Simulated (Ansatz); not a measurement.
**C2Cl2N2Si: one species, many methods**

Aim: compute C2Cl2N2Si with functionals from several rungs and with coupled cluster. The yardstick is the atomisation energy at the CCSD(T) limit.

Program: Ansatz 0.2.0, Gaussian basis. Level of theory: functionals in def2-TZVPP, the program's frozen cores in correlated methods. These are calculated values, not measurements.

Plan: LDA (SPW92), PBE-D4, revPBE-D4, BLYP-D4, r2SCAN-D4, B97M-V, PBE0-D4, B3LYP-D4, r2SCANh-D4, r2SCAN0-D4, HSE06-D4, BHLYP-D4, CAM-B3LYP-D4, LC-ωPBE, ωB97X-V, ωB97M-V, B2PLYP, PBE-QIDH; CCSD(T)/def2-SVP; CCSD(T)/def2-TZVPP; MP2/def2-QZVPP; extrapolation to the limit; RPA on PBE.

## (1) The geometry

All runs share one geometry, relaxed beforehand with PBE0-D4 in a triple-zeta def2 set.

SMILES `N#C[Si](Cl)(Cl)C#N`, 7 atoms, charge 0, spin multiplicity 1.

Atoms are counted from 1 here; the program's logs count them from 0.

Bond lengths: N1–C2 1.151 Å, C2–Si3 1.829 Å, Si3–Cl4 2.008 Å, Si3–Cl5 2.008 Å, Si3–C6 1.829 Å, C6–N7 1.151 Å. Angles: N1–C2–Si3 179.5°, C2–Si3–Cl4 109.1°, C2–Si3–Cl5 109.1°, C2–Si3–C6 107.6°, Cl4–Si3–Cl5 112.5°, Cl4–Si3–C6 109.1°, Cl5–Si3–C6 109.1°, Si3–C6–N7 179.5°.

Coordinates:

| atom | x (Å) | y (Å) | z (Å) |
| --- | --- | --- | --- |
| N1 | -1.7344 | 0.7039 | 1.9573 |
| C2 | -0.9618 | 0.5601 | 1.1162 |
| Si3 | 0.2694 | 0.3469 | -0.2198 |
| Cl4 | -0.3410 | 1.3560 | -1.8455 |
| Cl5 | 2.0661 | 0.9592 | 0.4367 |
| C6 | 0.3519 | -1.4368 | -0.6168 |
| N7 | 0.4110 | -2.5573 | -0.8739 |

## (2) LDA

This LDA is Slater exchange with PW92 correlation.

Input file in.yaml:

```yaml
crystal:
  periodic: [false, false, false]
  atoms:
    - {symbol: N, position_ang: [-1.734354, 0.703946, 1.957345]}
    - {symbol: C, position_ang: [-0.961764, 0.560133, 1.116167]}
    - {symbol: Si, position_ang: [0.269449, 0.346890, -0.219752]}
    - {symbol: Cl, position_ang: [-0.341008, 1.355978, -1.845461]}
    - {symbol: Cl, position_ang: [2.066122, 0.959204, 0.436673]}
    - {symbol: C, position_ang: [0.351863, -1.436809, -0.616822]}
    - {symbol: N, position_ang: [0.410991, -2.557343, -0.873850]}
basis:
  gaussian: {orbitals: def2-TZVPP}
hamiltonian: {xc: lda}
output: {orbitals: {seedname: orbitals}}
```

Command:

```console
> ansatz run in.yaml --threads 4 --pin off --events-out ev --progress --plain --max-ram 10444MiB
```

The runs that follow: PBE-D4 (GGA); revPBE-D4 (GGA); BLYP-D4 (GGA); r2SCAN-D4 (meta-GGA); B97M-V (meta-GGA); PBE0-D4 (hybrid); B3LYP-D4 (hybrid); r2SCANh-D4 (hybrid); r2SCAN0-D4 (hybrid); HSE06-D4 (hybrid); BHLYP-D4 (hybrid); CAM-B3LYP-D4 (range-separated); LC-ωPBE (range-separated); ωB97X-V (range-separated); ωB97M-V (range-separated); B2PLYP (double hybrid); PBE-QIDH (double hybrid); CCSD(T) in def2-SVP; CCSD(T) in def2-TZVPP; MP2 in def2-QZVPP; RPA on PBE orbitals.

Q: Predict the results of all the runs planned. Wanted: atomisation energy, CCSD(T)/CBS; farthest beyond LDA; mean size of error, GGA; mean size of error, meta-GGA; mean size of error, hybrid; mean size of error, range-separated; mean size of error, double hybrid; gap, smallest and largest; T1 diagnostic.

The runs gave:

```
                               quantity                                                 value
        atomisation energy, CCSD(T)/CBS                                         3185.3 kJ/mol
 functionals within 15.9 kJ/mol (0.5 %)  r2SCAN-D4, B3LYP-D4, CAM-B3LYP-D4, LC-ωPBE, PBE-QIDH
                    farthest beyond LDA                              BHLYP-D4 (-184.0 kJ/mol)
                mean size of error, GGA                                           90.7 kJ/mol
           mean size of error, meta-GGA                                           14.3 kJ/mol
             mean size of error, hybrid                                           67.4 kJ/mol
    mean size of error, range-separated                                           19.5 kJ/mol
      mean size of error, double hybrid                                           15.3 kJ/mol
              gap, smallest and largest             5.68 eV (LDA (SPW92)), 13.29 eV (LC-ωPBE)
                          T1 diagnostic                                                0.0125
triples share of the correlation energy                                                 5.0 %
```

The LDA atomisation energy is off by 548.2 kJ/mol (17 %): it overbinds. PBE-D4 is off by +164.7 kJ/mol. Double hybrids carry the basis error of their MP2 part in triple zeta, and no dispersion term here, so their miss is partly the set-up's. The rungs meta-GGA, double hybrid miss on average by less than the doubt on the reference (15.9 kJ/mol), so they tie; GGA functionals have the largest mean beyond LDA (90.7 kJ/mol). The reference freezes the cores and leaves out relativity and excitations past (T), so misses under about 15.9 kJ/mol can't be ranked. Hartree-Fock recovers 65 % of the binding; the rest is correlation. CCSD(T) in def2-SVP is off by -240.6 kJ/mol, worse than the median functional, from the basis alone. Orbital gaps span 5.7 to 13.3 eV; exact exchange widens them.
